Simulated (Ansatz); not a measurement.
# Bi2TeSe2: the cost of one run

Computed with Ansatz 0.2.0 (DFT PBEsol, scalar-relativistic, plane waves, PAW, unless a step's input says otherwise).

2 further runs of the same task are left out: 2 set aside as unsound or not needed.

## (1) Starting point

The structure is trigonal, space group R-3m (No. 166). Conventional cell: a = 4.220 Å, b = 4.220 Å, c = 29.099 Å, α = 90.00°, β = 90.00°, γ = 120.00°. Bi (site symmetry 3m) is surrounded by 3 Se at 2.87 Å and 3 Te at 3.22 Å. Te (site symmetry -3m) is surrounded by 6 Bi at 3.22 Å. Se (site symmetry 3m) is surrounded by 3 Bi at 2.87 Å.

Structure file:

```
CELL_PARAMETERS angstrom
2.10982 1.21811 9.69975
-2.10982 1.21811 9.69975
0.00000 -2.43621 9.69975
ATOMIC_POSITIONS crystal
Bi 0.40557 0.40557 0.40557
Bi 0.59443 0.59443 0.59443
Te 0.00000 0.00000 0.00000
Se 0.20905 0.20905 0.20905
Se 0.79095 0.79095 0.79095
```

This cell was relaxed beforehand with the same method: volume 29.91 Å³/atom, gap on the mesh 0.51 eV.

## (2) Electronic structure at the relaxed geometry

File input.yaml:

```yaml
crystal:
  lattice:
    - [2.1098200926, 1.2181051984, 9.6997451412]
    - [-2.1098200926, 1.2181051984, 9.6997451412]
    - [0.0, -2.4362103968, 9.6997451412]
  atoms:
    - { symbol: Bi, position: [0.4055653565, 0.4055653565, 0.4055653565] }
    - { symbol: Bi, position: [0.5944346435, 0.5944346435, 0.5944346435] }
    - { symbol: Te, position: [0.0, 0.0, 0.0] }
    - { symbol: Se, position: [0.2090450951, 0.2090450951, 0.2090450951] }
    - { symbol: Se, position: [0.7909549049, 0.7909549049, 0.7909549049] }
basis:
  ecutwfc: 420
kpoints:
  mp_grid: { grid: [12, 12, 12] }
  band_path:
    path:
      - [[0.0, 0.0, 0.0], [0.5, 0.5, 0.5], [0.82281958, 0.17718042, 0.5]]
      - [[0.5, -0.17718042, 0.17718042], [0.5, 0.0, 0.0], [0.0, 0.0, 0.0], [0.33859021, -0.33859021, 0.0]]
      - [[0.66140979, 0.0, 0.33859021], [0.5, 0.0, 0.5], [0.0, 0.0, 0.0]]
    npoints: 14
hamiltonian:
  xc: pbesol
scf:
  occupations: { method: gaussian, width: 0.02 }
  n_extra_bands: 12
output:
  forces: true
  stress: true
  eigenvalues: true
  populations: true
  dos: { projected: true, de: 0.02, nscf_kmesh: { grid: [18, 18, 18] } }
  bader: true
```

The run is started by

```sh
> ansatz run input.yaml --threads 1 --pin off --max-ram 2560MiB --backend cpu --events-out ev --progress --plain --runs-dir out
```

What time and memory should one allow on 1 thread of Arm Neoverse V1, shared host?

About 6.3 min, with a peak of 2.4 GiB.
